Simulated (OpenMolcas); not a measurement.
# SOS-MP2/aug-cc-pVDZ (Cholesky decomposition) run of CHCuO (Cu(CO)H)

Aim: the energy change on altering one bond length of CHCuO (Cu(CO)H) at SOS-MP2/aug-cc-pVDZ (Cholesky decomposition), from 2 runs. 

The results are computed with OpenMolcas 26.06.

4 further runs of the same task are left out: 1 that didn't finish, 3 set aside as unsound or not needed.

### 1 The system as given

The species is CHCuO (4 atoms), meant as a singlet with charge 0. SMILES: `[H][Cu]<-[C-]#[O+]`. The shape comes from GFN2-xTB, which is rough for such elements, and wasn't checked as a minimum.

Bond lengths: Cu1–C2 1.786 Å, C2–O3 1.137 Å, Cu1–H4 1.489 Å. Angles: Cu1–C2–O3 177.7°, C2–Cu1–H4 179.0°.

### 2 The energy at SOS-MP2/aug-cc-pVDZ (Cholesky decomposition)

File test.input:

```
&GATEWAY
COORD
4
angstrom
Cu      -0.014370       0.018700      -0.804770
C       -0.004560       0.008270       0.981090
O        0.032210      -0.031180       2.117060
H       -0.013280       0.004200      -2.293380
BASIS=aug-cc-pVDZ
GROUP=NoSym
&SEWARD
HIGH
&SCF
PRORBITALS=1 1
&MBPT2
SOSMP2
FROZEN=7
```

On the command line:

```sh
$ export MOLCAS_MEM=1860
$ pymolcas test.input > test.log
```

What it wrote:

```text
--- Start Module: gateway ---
[...]
--- Stop Module: gateway /rc=_RC_ALL_IS_WELL_ ---
[...]
      Basis functions          114
[...]
--- Start Module: scf ---
[...]
       Convergence after  13 Iterations
[...]
::    Total SCF energy                              -1752.2672008787
[...]
      Total spin, S                                     0.0000000000
[...]
      Total electronic charge=   44.000000
      Total            charge=   -0.000000
[...]
      Dipole Moment (debye):
      Origin of the operator (angstrom)=   -0.0050    0.0085   -0.0796
                   X= -1.7920E-02               Y=  5.5009E-02               Z=  4.2212E+00           Total=  4.2216E+00
      Quadrupole Moment (debye*angstrom):
[...]
--- Stop Module: scf /rc=_RC_ALL_IS_WELL_ ---
[...]
--- Start Module: mbpt2 ---
[...]
WARNING!
Default frozen orbitals as non valence orbitals is overwritten by user input.
Default values:   8
[...]
::    Total MBPT2 energy                            -1753.2130279649
[...]
--- Stop Module: mbpt2 /rc=_RC_ALL_IS_WELL_ ---
[...]
```

Wall time 15 s (1 thread of Arm Neoverse V1, shared host); peak memory 0.22 GiB.

### 3 The distorted shape

File test.inp:

```
* CHCuO SOS-MP2

&GATEWAY
 Coord
 4
 angstrom
 Cu      -0.014643       0.022325      -0.432569
 C       -0.004833       0.011895       1.353291
 O        0.031937      -0.027555       2.489261
 H       -0.013280       0.004200      -2.293380
 Basis
 aug-cc-pVDZ
 Group
 NoSym

&SEWARD
 High

&SCF
 PrOrbitals
 1 1

&MBPT2
 SOSMP2
 Frozen
 7
```

On the command line:

```sh
$ export MOLCAS_MEM=1860
$ pymolcas test.inp > test.log
```

What it wrote:

```text
--- Start Module: gateway ---
[...]
--- Stop Module: gateway /rc=_RC_ALL_IS_WELL_ ---
[...]
      Basis functions          114
[...]
--- Start Module: scf ---
[...]
       Convergence after  13 Iterations
[...]
::    Total SCF energy                              -1752.2584897140
[...]
      Total spin, S                                     0.0000000000
[...]
      Total electronic charge=   44.000000
      Total            charge=   -0.000000
[...]
      Dipole Moment (debye):
      Origin of the operator (angstrom)=   -0.0052    0.0121    0.2885
                   X= -1.7552E-02               Y=  6.2122E-02               Z=  5.1544E+00           Total=  5.1548E+00
      Quadrupole Moment (debye*angstrom):
[...]
--- Stop Module: scf /rc=_RC_ALL_IS_WELL_ ---
[...]
--- Start Module: mbpt2 ---
[...]
WARNING!
Default frozen orbitals as non valence orbitals is overwritten by user input.
Default values:   8
[...]
::    Total MBPT2 energy                            -1753.1896258868
[...]
--- Stop Module: mbpt2 /rc=_RC_ALL_IS_WELL_ ---
[...]
```

Run time: 15 s. Hardware: 1 thread of Arm Neoverse V1, shared host; peak memory 0.22 GiB.

### 4 Summary of results

Level: SOS-MP2/aug-cc-pVDZ (Cholesky decomposition), 7 core orbitals frozen.

| quantity | value |
| --- | --- |
| first shape: total energy | -1753.21303 Eh |
| first shape: dipole moment (mean-field density) | 4.22 D |
| first shape: HOMO energy (Hartree–Fock orbitals) | -9.34 eV |
| first shape: LUMO energy (Hartree–Fock orbitals) | 0.53 eV |
| first shape: HOMO–LUMO gap (Hartree–Fock orbitals) | 9.87 eV |
| first shape: correlation energy (7 core orbitals frozen) | -945.8 mEh |
| distorted shape: total energy | -1753.18963 Eh |
| distorted shape: dipole moment (mean-field density) | 5.15 D |
| distorted shape: HOMO energy (Hartree–Fock orbitals) | -8.74 eV |
| distorted shape: LUMO energy (Hartree–Fock orbitals) | 0.47 eV |
| distorted shape: HOMO–LUMO gap (Hartree–Fock orbitals) | 9.21 eV |
| distorted shape: correlation energy (7 core orbitals frozen) | -931.1 mEh |
| energy change with the Cu1–H4 bond stretched from 1.489 to 1.861 Å | 0.637 eV |

**Reading.** With the Cu1–H4 bond stretched from 1.489 to 1.861 Å the energy rises by 0.64 eV (14.7 kcal/mol). The first shape isn't relaxed at this level, so the change isn't measured from a minimum. Mulliken charges (distorted shape) of the mean-field density run from -0.24 on O3 to +0.43 on C2; in a basis this large or diffuse they mean little.
